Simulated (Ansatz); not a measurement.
This script for Ansatz's Python interface starts 4 runs on C₃H₇FSn, SMILES [CH3][SnH]1[CH2][CH]1F. What input does the engine get in each?

`disp_c3h7fsn.py`:
```python
"""Size of D3 and D4 in C3H7FSn."""

import ansatz as az

BASIS = "def2-SVP"

GEOMETRY = """
C    -1.66180   -0.79370    0.89260
Sn    0.40060   -0.40420    0.85950
C     1.24190   -0.22170   -1.14310
C     0.85770    1.09440   -0.68460
F    -0.36150    1.47950   -1.35770
H    -1.97960   -1.32490    1.77810
H    -1.97350   -1.30550   -0.02850
H    -2.20480    0.24090    0.89730
H     1.12600    0.32260    2.33390
H     2.38370   -0.30550   -1.13000
H     0.66500   -0.69330   -1.91590
H     1.58330    1.85630   -0.46740
"""

mol = az.Crystal.molecule()
for line in GEOMETRY.strip().splitlines():
    symbol, *xyz = line.split()
    mol = mol.atom(symbol, [float(v) for v in xyz])

model = mol.calculation().basis(gaussian=BASIS)
for name in ["blyp", "pbe0"]:
    for correction in ("d3bj", "d4"):
        summary = model.functional(name, dispersion=correction).run().report
        print(f"{name:8s} {correction:5s} total {summary['free_energy_ev']:.5f} eV, of which dispersion {1000 * summary['dispersion']['energy']['ev']:.2f} meV")
```

Run 1:
```yaml
crystal:
  periodic: [false, false, false]
  atoms:
    - { symbol: C, position_ang: [-1.6618, -0.7937, 0.8926] }
    - { symbol: Sn, position_ang: [0.4006, -0.4042, 0.8595] }
    - { symbol: C, position_ang: [1.2419, -0.2217, -1.1431] }
    - { symbol: C, position_ang: [0.8577, 1.0944, -0.6846] }
    - { symbol: F, position_ang: [-0.3615, 1.4795, -1.3577] }
    - { symbol: H, position_ang: [-1.9796, -1.3249, 1.7781] }
    - { symbol: H, position_ang: [-1.9735, -1.3055, -0.0285] }
    - { symbol: H, position_ang: [-2.2048, 0.2409, 0.8973] }
    - { symbol: H, position_ang: [1.126, 0.3226, 2.3339] }
    - { symbol: H, position_ang: [2.3837, -0.3055, -1.13] }
    - { symbol: H, position_ang: [0.665, -0.6933, -1.9159] }
    - { symbol: H, position_ang: [1.5833, 1.8563, -0.4674] }
basis:
  gaussian:
    orbitals: def2-SVP
hamiltonian:
  xc: blyp
  dispersion: d3bj
```

Run 2, against run 1:
```diff
-  dispersion: d3bj
+  dispersion: d4
```

Run 3, against run 1:
```diff
-  xc: blyp
+  xc: pbe0
```

Run 4, against run 1:
```diff
-  xc: blyp
-  dispersion: d3bj
+  xc: pbe0
+  dispersion: d4
```

Running `python disp_c3h7fsn.py` prints:
```text
blyp     d3bj  total -11762.73613 eV, of which dispersion -538.71 meV
blyp     d4    total -11762.73156 eV, of which dispersion -534.14 meV
pbe0     d3bj  total -11759.81326 eV, of which dispersion -218.04 meV
pbe0     d4    total -11759.80336 eV, of which dispersion -208.14 meV
```

Notes:
- Total energies depend on the basis set; only differences at equal settings carry meaning.
- The geometry is a force-field or estimated start, not a minimum of this method, and the basis set is short of its limit. D4 holds the three-body term, and d3bj doesn't.
- def2 sets replace the cores of elements past krypton by effective core potentials.
- Finished in 16 s on 1 thread of Arm Neoverse V2, with other jobs on the host, peak memory 0.29 GiB.
